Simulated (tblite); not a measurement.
# C3H13NSeSi3: the cost of one run

Computed with tblite 0.8.0 and PySCF 2.14.0, with density-fitted response routines of our own, on a single molecule in the gas phase. Atoms are numbered from 0 throughout.

### Step 1. The molecule as given

21 atoms, charge 0, multiplicity 1; geometry from: force field or distance geometry start.

Bonds of the start (Å): C0–C1 1.32, C1–Si2 1.84, Si2–Se3 2.27, Se3–C4 1.91, Si2–N5 1.81, N5–Si6 1.79, N5–Si7 1.76, C0–H8 1.09, C0–H9 1.08, C1–H10 1.09, Si2–H11 1.46, C4–H12 1.12, C4–H13 1.12, C4–H14 1.11, Si6–H15 1.47, Si6–H16 1.49, Si6–H17 1.47, Si7–H18 1.47, Si7–H19 1.49, Si7–H20 1.47.

### Step 2. Relaxing the molecule with GFN2-xTB

What the job is given:

```
{"job": {"kind": "relax", "xc": "GFN2-xTB", "basis": "xTB"}, "charge": 0, "multiplicity": 1}
C      0.442600     2.909700    -0.045300
C      0.764300     1.766000     0.521800
Si     0.179900     0.144400    -0.130400
Se     1.569900    -1.538800     0.482600
C      3.427500    -1.154600     0.252100
N     -1.432500    -0.297400     0.574900
Si    -1.493600    -2.080700     0.501000
Si    -2.787400     0.498700    -0.211300
H     -0.200500     2.882900    -0.921900
H      0.759100     3.880700     0.318100
H      1.403700     1.750800     1.409100
H      0.097900     0.276700    -1.582500
H      3.892500    -1.138300     1.276000
H      3.895800    -2.026300    -0.268100
H      3.632800    -0.195600    -0.258300
H     -2.836800    -2.604000     0.791200
H     -0.498400    -2.674800     1.439600
H     -1.054600    -2.474600    -0.842700
H     -2.676500     1.959800    -0.261500
H     -3.983000     0.213200     0.634300
H     -3.111700    -0.080800    -1.524500
```

Launch:

```
OMP_NUM_THREADS=1 python probes_run.py task.json out
```

One launch serves the whole session: the jobs run in the order shown.

Q: Estimate the wall time and peak memory of this first job on 1 thread of Arm Neoverse N1, shared host.

About 4.7 s, with a peak of 0.18 GiB.
